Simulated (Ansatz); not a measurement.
# Cd2TeO3: the cost of one run

Computed with Ansatz 0.2.0 (DFT PBE, scalar-relativistic, plane waves, PAW, unless a step's input says otherwise).

## Step 1: Starting point

Symmetry: P6/mmm, No. 191, hexagonal system. Conventional cell: a = 4.330 Å, b = 4.330 Å, c = 6.452 Å, α = 90.00°, β = 90.00°, γ = 120.00°. Cd (site symmetry -6m2) has 3 Cd at 2.50 Å as nearest neighbours. Around Te (site symmetry 6/mmm) lie 6 O at 2.17 Å. O (site symmetry mmm) has 2 Te at 2.17 Å and 4 O at 2.17 Å as nearest neighbours.

Coordinates:

```
Cd Te O
1.0
     4.33046    0.00000    0.00000
    -2.16523    3.75029    0.00000
     0.00000    0.00000    6.45179
Cd Te O
2 1 3
Direct
  0.33333 0.66667 0.50000
  0.66667 0.33333 0.50000
  0.00000 0.00000 0.00000
  0.50000 0.00000 0.00000
  0.00000 0.50000 0.00000
  0.50000 0.50000 0.00000
```

A structure generator made this guess: random cell by space group and Wyckoff sites (P6/mmm, No. 191). Lengths come from tabulated atomic sizes and are only a guess.

## Step 2: The guess as it stands, on a coarse mesh

input.yaml reads:

```yaml
crystal:
  lattice:
    - [4.33046146, 0.0, 0.0]
    - [-2.16523073, 3.75028964, 0.0]
    - [0.0, 0.0, 6.45179048]
  atoms:
    - { symbol: Cd, position: [0.33333333, 0.66666667, 0.5] }
    - { symbol: Cd, position: [0.66666667, 0.33333333, 0.5] }
    - { symbol: Te, position: [0.0, 0.0, 0.0] }
    - { symbol: O, position: [0.5, 0.0, 0.0] }
    - { symbol: O, position: [0.0, 0.5, 0.0] }
    - { symbol: O, position: [0.5, 0.5, 0.0] }
basis:
  ecutwfc: 420
kpoints:
  mp_grid: { grid: [6, 6, 4] }
hamiltonian:
  xc: pbe
scf:
  occupations: { method: gaussian, width: 0.1 }
  lower_state_search: "off"
output:
  forces: true
  stress: true
  eigenvalues: true
```

Command:

```sh
$ ansatz run input.yaml --threads 1 --pin off --max-ram 2560MiB --backend cpu --events-out ev --progress --plain --runs-dir out
```

**Question.** How long does this run take on 1 thread of Intel Xeon at 2.70GHz, shared host, and how much memory does it need?

About 11 s, with a peak of 0.42 GiB.
